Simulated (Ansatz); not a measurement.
**CH₆AlNS: basis-set convergence**

How large a basis does CH₆AlNS need? Two functionals are run in growing sets.

Computed with Ansatz 0.2.0, Gaussian basis. Level: one geometry, several basis sets.

The runs, in order: PBE0-D4/def2-SVP; ωB97M-V/def2-SVP; PBE0-D4/def2-QZVPP; ωB97M-V/def2-QZVPP; the functionals' def2-TZVPP values are taken from earlier runs.

## Step 1: The relaxed structure

An earlier PBE0-D4 in a triple-zeta def2 set relaxation fixed the geometry.

10 atoms, charge 0, spin multiplicity 1.

Atoms are counted from 1 here; the program's logs count them from 0.

Bond lengths: N1–C2 1.524 Å, N1–Al3 1.994 Å, N1–H5 1.013 Å, N1–H6 1.012 Å, C2–Al3 1.969 Å, C2–S4 1.757 Å, C2–H7 1.087 Å, Al3–H8 1.584 Å, Al3–H9 1.585 Å, S4–H10 1.353 Å. Angles: C2–N1–Al3 66.5°, C2–N1–H5 110.9°, C2–N1–H6 114.5°, Al3–N1–H5 117.6°, Al3–N1–H6 128.5°, H5–N1–H6 109.7°, N1–C2–Al3 68.2°, N1–C2–S4 115.3°, N1–C2–H7 109.2°, Al3–C2–S4 124.6°, Al3–C2–H7 116.3°, S4–C2–H7 113.7°, N1–Al3–C2 45.2°, N1–Al3–H8 110.3°, N1–Al3–H9 111.7°, C2–Al3–H8 118.7°, C2–Al3–H9 115.9°, H8–Al3–H9 125.1° and more.

Geometry (Å):

```mol
CH6AlNS
  3D, bonds by distance, orders not assigned

 10 10  0  0  0  0  0  0  0  0999 V2000
   -0.9339    0.0403   -0.1528 N   0  0
    0.5396    0.4309   -0.1458 C   0  0
    0.0823   -0.7224    1.3835 Al  0  0
    1.4598   -0.0899   -1.5487 S   0  0
   -1.1408   -0.5750   -0.9309 H   0  0
   -1.5754    0.8230   -0.1567 H   0  0
    0.6257    1.4942    0.0624 H   0  0
    0.2289   -2.2910    1.2221 H   0  0
   -0.2554    0.0258    2.7398 H   0  0
    1.0524    0.8129   -2.4699 H   0  0
  1  2  8  0
  1  3  8  0
  1  5  8  0
  1  6  8  0
  2  3  8  0
  2  4  8  0
  2  7  8  0
  3  8  8  0
  3  9  8  0
  4 10  8  0
M  END
```

## Step 2: PBE0-D4 in def2-SVP

The input, in.yaml:

```yaml
crystal:
  periodic: [false, false, false]
  atoms:
    - {symbol: N, position_ang: [-0.933923, 0.040300, -0.152790]}
    - {symbol: C, position_ang: [0.539623, 0.430949, -0.145800]}
    - {symbol: Al, position_ang: [0.082335, -0.722443, 1.383491]}
    - {symbol: S, position_ang: [1.459778, -0.089889, -1.548665]}
    - {symbol: H, position_ang: [-1.140790, -0.574998, -0.930907]}
    - {symbol: H, position_ang: [-1.575358, 0.822972, -0.156692]}
    - {symbol: H, position_ang: [0.625689, 1.494233, 0.062361]}
    - {symbol: H, position_ang: [0.228922, -2.290998, 1.222083]}
    - {symbol: H, position_ang: [-0.255436, 0.025813, 2.739808]}
    - {symbol: H, position_ang: [1.052362, 0.812861, -2.469888]}
basis:
  gaussian: {orbitals: def2-SVP}
hamiltonian: {xc: pbe0, dispersion: d4}
output: {orbitals: {seedname: orbitals}}
```

On the command line:

```bash
ansatz run in.yaml --threads 2 --pin off --events-out ev --progress --plain --max-ram 4352MiB
```

The runs that follow: ωB97M-V in def2-SVP; PBE0-D4 in def2-QZVPP; ωB97M-V in def2-QZVPP.

Q: Predict the results of all the runs planned. Wanted: PBE0-D4: double and triple zeta above quadruple; ωB97M-V: double and triple zeta above quadruple.

The runs gave:

```
                                       quantity          value
PBE0-D4: double and triple zeta above quadruple  9.77, 0.70 eV
ωB97M-V: double and triple zeta above quadruple  9.84, 0.67 eV
```

For PBE0-D4 the step from double to triple zeta gains 9.08 eV and the next only 0.70 eV. These are total energies; as a rule much of such shifts cancels in differences, which this series doesn't test. The LUMO of ωB97M-V is positive and keeps falling with the basis (1.91 to 0.79 eV): an unbound level that the basis holds in place.
